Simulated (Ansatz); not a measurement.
# Ga2AsN: the cost of one run

Computed with Ansatz 0.2.0 (reference: DFT, HSE06, plane waves, PAW, unless a step's input says otherwise).

3 further runs of the same task are left out: 1 for a known fault of the program, 2 that didn't finish.

## Step 1: Starting point

It takes space group R-3m (No. 166, trigonal). Conventional cell: a = 3.293 Å, b = 3.293 Å, c = 17.863 Å, α = 90.00°, β = 90.00°, γ = 120.00°. N (site symmetry -3m) is surrounded by 6 Ga at 2.24 Å. As (site symmetry -3m) has 6 Ga at 2.62 Å as nearest neighbours. Around Ga (site symmetry 3m) lie 3 N at 2.24 Å and 3 As at 2.62 Å.

Structure file:

```
N As Ga
1.0
     1.64654    0.95063    5.95423
    -1.64654    0.95063    5.95423
     0.00000   -1.90127    5.95423
N As Ga
1 1 2
Direct
  0.00000 0.00000 0.00000
  0.50000 0.50000 0.50000
  0.26732 0.26732 0.26732
  0.73268 0.73268 0.73268
```

## Step 2: The reference run

Input file input.yaml:

```yaml
crystal:
  lattice:
    - [1.6465440788, 0.9506326671, 5.9542264271]
    - [-1.6465440788, 0.9506326671, 5.9542264271]
    - [0.0, -1.9012653343, 5.9542264271]
  atoms:
    - { symbol: "N", position: [1.0, 0.0, 0.0] }
    - { symbol: As, position: [0.5, 0.5, 0.5] }
    - { symbol: Ga, position: [0.2673231063, 0.2673231063, 0.2673231063] }
    - { symbol: Ga, position: [0.7326768937, 0.7326768937, 0.7326768937] }
kpoints:
  mp_grid: { grid: [4, 4, 4] }
hamiltonian:
  xc: hse06
scf:
  occupations: { method: fermi_dirac, width: 0.02 }
  n_extra_bands: 5
output:
  forces: true
  stress: true
  eigenvalues: true
  write_density: true
  write_potential: true
  elf: true
  volumetric_format: npy
```

Started as:

```
> ansatz run input.yaml --threads 4 --pin off --max-ram 3686MiB --backend cpu --events-out ev --progress --plain --runs-dir out
```

**Question.** How long does this run take on 4 threads of an Arm CPU, shared host, and how much memory does it need?

About 14 s, with a peak of 1.1 GiB.
